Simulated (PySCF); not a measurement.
**CH3FNSi−, cut into parts across a bond: interaction energy**

One table from this session's results is given with a row withheld; the runs are named, their logs left out.

Programs: PySCF 2.14.0. All values are calculated, for the isolated system unless a continuum is named. Atoms count from 0, parts from 1.

### The system as given

7 atoms, charge -1, multiplicity 1; geometry: GFN2-xTB. Parts: 1 = atoms 0–5, `N#C[SiH3]`, charge 0; 2 = atom 6, `[F-]`, charge -1. In the given geometry Si0 and F6 of different parts are bonded (1.76 Å), so values for the parts refer to these atom groups.

The first run:

The job: settings as JSON, then the geometry in Å.

```
{"job": {"xc": "PBE0", "basis": "def2-SVPD", "d3": "d3bj", "grid": 2, "kind": "geom", "shake": 0.01}, "charge": -1, "multiplicity": 1, "parts": [{"atoms": "0-5", "charge": 0, "multiplicity": 1}, {"atoms": "6-6", "charge": -1, "multiplicity": 1}]}
Si    -0.647028     0.499269    -0.416690
C      0.808105    -0.495019     0.343416
N      1.670587    -1.097956     0.783877
H      0.133750     1.789910    -0.276745
H     -0.575627    -0.267651    -1.687755
H     -1.567993     0.069121     0.666576
F     -1.977460     1.426690    -1.101959
```

The run is started by

```console
> OMP_NUM_THREADS=1 python cluster_run.py task.json out
```

One launch serves the whole session: the jobs run in the order shown.

Steps of the session up to this table: Relaxing the molecule at PBE0-D3(BJ)/def2-SVPD; Coupled-cluster interaction energy: CCSD(T) and MP2.

One table of the session follows, with a row left open; its other results are not shown here.

It belongs to the step «Coupled-cluster interaction energy: CCSD(T) and MP2». 

| method | interaction energy (kcal/mol) |
| --- | --- |
| HF/aug-cc-pVDZ | -90.91 |
| MP2/aug-cc-pVDZ | -82.97 |
| CCSD/aug-cc-pVDZ | -83.89 |
| CCSD(T)/aug-cc-pVDZ | -82.87 |
| HF/aug-cc-pVTZ | -96.88 |
| MP2/aug-cc-pVTZ | -91.09 |
| SCS-MP2/aug-cc-pVTZ | ? |
| MP2, extrapolated | -91.99 |
| CCSD(T), limit estimate | -91.89 |

Q: Estimate the row for SCS-MP2/aug-cc-pVTZ from the others.

The run gave: interaction energy (kcal/mol): -90.40. In the column «interaction energy (kcal/mol)» it lies between HF/aug-cc-pVDZ (-90.91) and CCSD/aug-cc-pVDZ (-83.89).

At this geometry Si0 and F6 of different parts are bonded (1.76 Å), so this energy is mostly that of cutting a chemical bond between strained fragments, not an intermolecular interaction.

To keep in mind: The interaction energy leaves out the deformation of the parts, 25.97 kcal/mol at MP2. So large a deformation means that a part is far from its own minimum, so a sum across the two methods would be rough.
